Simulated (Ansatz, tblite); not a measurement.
# Ge(vinyl)3(pyrrolidide) (C₁₀H₁₇GeN): rung by rung

Aim: run the singlet of Ge(vinyl)3(pyrrolidide) (C₁₀H₁₇GeN) at one geometry on many levels, and compare frontier levels, spin and run time.

The runs use Ansatz 0.2.0, Gaussian basis; as each input shows.

Levels to be run: GFN1-xTB, GFN2-xTB, PBE-D4/def2-TZVP, r2SCAN-D4/def2-TZVP, LDA/def2-TZVP, B97M-V/def2-TZVP, PBE-D4/def2-SVP, PBE0-D4/def2-SVP, HF/STO-3G, MP2/def2-SVP.

4 further runs of the same task are left out: 2 that didn't finish, 2 set aside as unsound or not needed.

## 1. The geometry

The singlet was relaxed beforehand with PBE-D4/def2-SVP.

29 atoms, charge 0, spin multiplicity 1.

Bond lengths: Ge1–C2 1.954 Å, Ge1–C7 1.961 Å, Ge1–C12 1.952 Å, Ge1–N17 1.873 Å, C2–C3 1.346 Å, C2–H4 1.106 Å, C3–H5 1.104 Å, C3–H6 1.105 Å, C7–C8 1.348 Å, C7–H9 1.106 Å, C8–H10 1.105 Å, C8–H11 1.105 Å, C12–C13 1.347 Å, C12–H14 1.106 Å, C13–H15 1.104 Å, C13–H16 1.105 Å, N17–C18 1.463 Å, N17–C21 1.466 Å and more. Angles: C2–Ge1–C7 109.8°, C2–Ge1–C12 112.6°, C2–Ge1–N17 105.2°, C7–Ge1–C12 110.3°, C7–Ge1–N17 112.6°, C12–Ge1–N17 106.2°, Ge1–C2–C3 122.2°, Ge1–C2–H4 118.3°, C3–C2–H4 119.5°, C2–C3–H5 121.0°, C2–C3–H6 122.2°, H5–C3–H6 116.8°, Ge1–C7–C8 123.1°, Ge1–C7–H9 118.2°, C8–C7–H9 118.6°, C7–C8–H10 121.8°, C7–C8–H11 122.3°, H10–C8–H11 115.9° and more.

PBE0-D4/def2-TZVP was run before; its log isn't repeated, and its numbers join the tables.

## 2. GFN1-xTB

Tight binding, by tblite at 300 K electronic temperature and without a spin-polarisation term:

```python
tblite.interface.Calculator('GFN1-xTB', numbers, positions, charge=0, uhf=0).singlepoint()
```

Energy -953.5988 eV, HOMO -10.17 eV, LUMO -7.32 eV; 0.026 s.

## 3. GFN2-xTB

Tight binding, by tblite at 300 K electronic temperature and without a spin-polarisation term:

```python
tblite.interface.Calculator('GFN2-xTB', numbers, positions, charge=0, uhf=0).singlepoint()
```

Energy -946.9053 eV, HOMO -9.36 eV, LUMO -6.40 eV; 0.018 s.

## 4. PBE-D4/def2-TZVP

start.molden holds the orbitals of an earlier run on this state, given as this run's starting guess.

The input, in.yaml:

```yaml
crystal:
  periodic: [false, false, false]
  atoms:
    - {symbol: Ge, position_ang: [0.165241, 0.928309, 0.329397]}
    - {symbol: C, position_ang: [0.454287, 1.264982, 2.232199]}
    - {symbol: C, position_ang: [-0.394818, 0.817628, 3.176330]}
    - {symbol: H, position_ang: [1.327310, 1.874027, 2.530743]}
    - {symbol: H, position_ang: [-1.282401, 0.219379, 2.905001]}
    - {symbol: H, position_ang: [-0.248101, 1.032258, 4.249938]}
    - {symbol: C, position_ang: [1.871982, 0.507240, -0.538573]}
    - {symbol: C, position_ang: [2.970547, 0.127406, 0.143838]}
    - {symbol: H, position_ang: [1.909793, 0.508761, -1.644287]}
    - {symbol: H, position_ang: [2.990604, 0.102154, 1.248514]}
    - {symbol: H, position_ang: [3.904161, -0.176184, -0.362549]}
    - {symbol: C, position_ang: [-0.700525, 2.427026, -0.572908]}
    - {symbol: C, position_ang: [-0.086700, 3.201525, -1.487648]}
    - {symbol: H, position_ang: [-1.742417, 2.658137, -0.284232]}
    - {symbol: H, position_ang: [0.956678, 3.020709, -1.801595]}
    - {symbol: H, position_ang: [-0.592751, 4.060581, -1.963280]}
    - {symbol: N, position_ang: [-1.049525, -0.495729, 0.260533]}
    - {symbol: C, position_ang: [-1.756529, -0.762861, -0.992571]}
    - {symbol: C, position_ang: [-0.917707, -1.835784, -1.736595]}
    - {symbol: C, position_ang: [-0.150398, -2.567867, -0.600465]}
    - {symbol: C, position_ang: [-0.572113, -1.813503, 0.691199]}
    - {symbol: H, position_ang: [-1.908114, 0.165878, -1.579662]}
    - {symbol: H, position_ang: [-2.769890, -1.173511, -0.760716]}
    - {symbol: H, position_ang: [-0.209412, -1.347474, -2.437970]}
    - {symbol: H, position_ang: [-1.550745, -2.519176, -2.338594]}
    - {symbol: H, position_ang: [-0.400558, -3.646402, -0.544601]}
    - {symbol: H, position_ang: [0.945498, -2.491252, -0.750200]}
    - {symbol: H, position_ang: [-1.408876, -2.359309, 1.191813]}
    - {symbol: H, position_ang: [0.245478, -1.726927, 1.436908]}
basis:
  gaussian: {orbitals: def2-TZVP, initial_orbitals: start.molden}
hamiltonian: {xc: pbe, dispersion: d4}
scf: {omitted_lower_state_checks: [starts]}
output: {orbitals: {seedname: orbitals}}
```

The run is started by

```sh
> ansatz run in.yaml --threads 4 --pin off --events-out ev --progress --plain --max-ram 6963MiB
```

The runs that follow: r2SCAN-D4/def2-TZVP; LDA/def2-TZVP; B97M-V/def2-TZVP; PBE-D4/def2-SVP; PBE0-D4/def2-SVP; HF/STO-3G; MP2/def2-SVP.

Q: Predict the results of all the runs planned. Wanted: gap in def2-TZVP, named functionals, smallest and largest; correlation energy, MP2/def2-SVP; binding an atom, functionals in def2-TZVP; PBE0 total energy, smallest basis above largest.

The runs gave:

| quantity | value |
| --- | --- |
| gap in def2-TZVP, named functionals, smallest and largest | 3.02 eV (LDA), 5.35 eV (PBE0-D4) |
| correlation energy, MP2/def2-SVP | -47.86 eV |
| binding an atom, functionals in def2-TZVP | 4.26 (B97M-V) to 4.88 eV (LDA) |
| PBE0 total energy, smallest basis above largest | 19.98 eV (def2-SVP, def2-TZVP) |

Over the named functionals in def2-TZVP the gap runs from 3.02 eV (LDA) to 5.35 eV (PBE0-D4); exact exchange widens it.
